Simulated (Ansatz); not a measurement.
C2H5BSe, SMILES CBC=[Se], a rigid scan of one bond length

Program: Ansatz 0.2.0, Python API.

At the Python prompt:
```pycon
>>> import ansatz as az
>>> from ase import Atoms
>>> import numpy as np
>>> atoms = Atoms(["C", "B", "C", "Se", "H", "H", "H", "H", "H"], positions=[
...     (-0.0546, 0.3394, -1.0906),
...     (0.6742, -0.357, 0.0639),
...     (-0.0026, -0.4879, 1.4646),
...     (-2.0598, 0.5396, 1.5138),
...     (0.5163, 0.3726, -2.042),
...     (-0.3112, 1.449, -0.8071),
...     (-1.0338, -0.1385, -1.2959),
...     (1.7911, -0.7862, -0.1412),
...     (0.5689, -0.9773, 2.3174),
... ])
>>> molecule = az.Crystal.molecule_from_ase(atoms)
>>> symbols = [site.symbol for site in molecule.cartesian_sites]
>>> start = np.array([site.position_ang for site in molecule.cartesian_sites])
>>> axis = (start[0] - start[1]) / np.linalg.norm(start[0] - start[1])
>>> moving = [0, 4, 5, 6]
>>> lengths, energies = [1.349, 1.41, 1.471, 1.533, 1.594, 1.655, 1.717, 1.809], []
>>> for length in lengths:
...     xyz = start.copy()
...     xyz[moving] += (length - np.linalg.norm(start[0] - start[1])) * axis
...     point = az.Crystal.molecule()
...     for symbol, place in zip(symbols, xyz):
...         point = point.atom(symbol, place.tolist())
...     calculation = point.calculation()
...     calculation = calculation.basis(gaussian="def2-SVP").functional("r2scan0")
...     summary = calculation.run(threads=1, backend="cpu").report
...     energies.append(summary["free_energy_ev"])
...     print(f"r = {length:6.3f} A  E = {energies[-1]:.5f} eV  <S^2> = {abs(summary['mean_field']['state']['spin_squared']):.3f}")
...
r =  1.349 A  E = -68164.08678 eV  <S^2> = 0.000
r =  1.410 A  E = -68164.54309 eV  <S^2> = 0.000
r =  1.471 A  E = -68164.80152 eV  <S^2> = 0.000
r =  1.533 A  E = -68164.91219 eV  <S^2> = 0.000
r =  1.594 A  E = -68164.90951 eV  <S^2> = 0.000
r =  1.655 A  E = -68164.82492 eV  <S^2> = 0.000
r =  1.717 A  E = -68164.67749 eV  <S^2> = 0.000
r =  1.809 A  E = -68164.38089 eV  <S^2> = 0.000
>>> # quartic fit about the minimum
>>> fit = np.polynomial.Polynomial.fit(lengths, np.array(energies) - min(energies), 4).convert()
>>> roots = [r.real for r in fit.deriv().roots() if abs(r.imag) < 1e-9 and fit.deriv(2)(r.real) > 0]
>>> r_e = min(roots, key=lambda r: abs(r - lengths[int(np.argmin(energies))]))
>>> print(f"minimum of the fit at {r_e:.4f} A, force constant {fit.deriv(2)(r_e):.2f} eV/A^2")
minimum of the fit at 1.5604 A, force constant 25.86 eV/A^2
```

These settings explore the input space; basis and method may be short of convergence. The rest of the molecule is held rigid at a force-field or estimated start geometry, and the basis set is modest; single-reference methods fail as a bond breaks. The orbitals are restricted, so S² is zero by construction. Run time: 59 s on 1 thread of Arm Neoverse V1, with other jobs on the host, peak memory 0.29 GiB.
